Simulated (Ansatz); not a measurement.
**Sc: strong compression**

The task here is to estimate one member of a computed series from the others.

Program: Ansatz 0.2.0. Level of theory: DFT, PBE, PAW with Ansatz's default frozen-core files, scalar-relativistic. These are calculated values, not measurements.

### The starting structure

It takes space group P6_3/mmc (No. 194, hexagonal). The conventional cell has a = 3.279 Å, b = 3.279 Å, c = 5.312 Å, α = 90.00°, β = 90.00°, γ = 120.00°. Around Sc (site symmetry -6m2) lie 12 Sc at 3.26 to 3.28 Å.

As a file:

```cif
data_structure
_symmetry_space_group_name_H-M 'P6_3/mmc'
_symmetry_Int_Tables_number 194
_cell_length_a 3.2791
_cell_length_b 3.2791
_cell_length_c 5.3122
_cell_angle_alpha 90.000
_cell_angle_beta 90.000
_cell_angle_gamma 120.000
_cell_volume 49.47
loop_
_atom_site_label
_atom_site_type_symbol
_atom_site_symmetry_multiplicity
_atom_site_Wyckoff_symbol
_atom_site_fract_x
_atom_site_fract_y
_atom_site_fract_z
_atom_site_occupancy
Sc1 Sc 2 c 0.33333 0.66667 0.25000 1
```

The file gives the conventional cell by its symmetry; the runs use the cell typed in the input.

Whether this phase is the stable one at these pressures isn't tested.

Atoms are numbered in the order of the input: Sc1, Sc2.

Set-up of the first run:

input.yaml

```yaml
crystal:
  lattice:
    - [3.2791370533, 0.0, 0.0]
    - [-1.6395685267, 2.8398159907, 0.0]
    - [0.0, 0.0, 5.3122020264]
  atoms:
    - { symbol: Sc, position: [0.3333333333, 0.6666666667, 0.25] }
    - { symbol: Sc, position: [0.6666666667, 0.3333333333, 0.75] }
kpoints:
  mp_grid: { grid: [13, 13, 7] }
scf:
  occupations: { method: fermi_dirac, width: 0.08 }
hamiltonian:
  xc: pbe
  pseudopotentials: { kind: paw }
output:
  forces: true
  stress: true
relax:
  f_tol: 0.005
  max_steps: 40
  cell: {}
```

On the command line:

```sh
$ ansatz run input.yaml --threads 1 --pin off --max-ram 2048MiB --backend cpu --events-out ev --progress --plain --runs-dir out
```

Among the steps run: Cell relaxed at zero pressure, PAW; Volume scaled by 1, PAW; Shape and atoms relaxed at 0.95 of the volume, PAW; Volume scaled by 0.95, PAW; Volume scaled by 0.95, PAW (partial_waves polarizable); Shape and atoms relaxed at 0.85 of the volume, PAW; Volume scaled by 0.85, PAW; Shape and atoms relaxed at 0.75 of the volume, PAW; Volume scaled by 0.75, PAW; Shape and atoms relaxed at 0.65 of the volume, PAW; Volume scaled by 0.65, PAW; Shape and atoms relaxed at 0.55 of the volume, PAW; Volume scaled by 0.55, PAW; Volume scaled by 0.55, PAW (partial_waves polarizable); Shape and atoms relaxed at 0.45 of the volume, PAW; Volume scaled by 0.45, PAW; Shape and atoms relaxed at 0.4 of the volume, PAW; Volume scaled by 0.4, PAW; Volume scaled by 0.4, PAW (partial_waves polarizable).

One table of the session follows, with a row left open; its other results are not shown here.

| method | volume over the first | volume (Å³/atom) | pressure (GPa) |
| --- | --- | --- | --- |
| PAW | 1 | 24.704 | -0.03 |
| PAW | 0.95 | 23.468 | 2.98 |
| PAW | 0.85 | ? | ? |
| PAW | 0.75 | 18.528 | 24.47 |
| PAW | 0.65 | 16.057 | 44.40 |
| PAW | 0.55 | 13.587 | 76.43 |
| PAW | 0.45 | 11.117 | 129.23 |
| PAW | 0.4 | 9.881 | 168.73 |
| PAW (partial_waves polarizable) | 0.95 | 23.468 | 2.98 |
| PAW (partial_waves polarizable) | 0.55 | 13.587 | 76.43 |
| PAW (partial_waves polarizable) | 0.4 | 9.881 | 168.73 |

Estimate the missing values for PAW, 0.85.

**Answer.** volume (Å³/atom): 20.998; pressure (GPa): 11.41. In the column «volume (Å³/atom)» it lies between PAW, 0.75 (18.528) and PAW, 0.95 (23.468).
